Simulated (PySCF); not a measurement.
# BrF2HSi: the cost of one run

Programs: PySCF 2.14.0, with density-fitted response routines of our own. Each step states its level of theory. These are calculated values for one molecule in the gas phase, unless marked as measured. Atoms are numbered from 0 throughout.

### 1 The starting structure

5 atoms, charge 0, multiplicity 1; geometry from: GFN2-xTB. The atoms were then displaced at random by about 0.01 Å, so the start is not that level's minimum.

Bonds of the start (Å): F0–Si1 1.56, Si1–F2 1.59, Si1–Br3 2.21, Si1–H4 1.42.

### 2 Geometry optimisation at PBE0-D3(BJ)/def2-SVP

The job: settings as JSON, then the geometry in Å.

```
{"job": {"xc": "PBE0", "basis": "def2-SVP", "d3": "d3bj", "grid": 1, "shake": 0.01, "kind": "geom"}, "charge": 0, "multiplicity": 1}
F     -0.659970     1.228020    -0.691660
Si    -0.116320    -0.005210     0.086090
F     -0.690330    -1.239730    -0.738970
Br     2.080730     0.011950    -0.123260
H     -0.580540    -0.029000     1.429910
```

Started as:

```console
OMP_NUM_THREADS=1 python probes_run.py task.json out
```

One launch serves the whole session: the jobs run in the order shown.

Q: Estimate the wall time and peak memory of this first job on 1 thread of Arm Neoverse V2, shared host.

About 9.3 s, with a peak of 0.35 GiB.
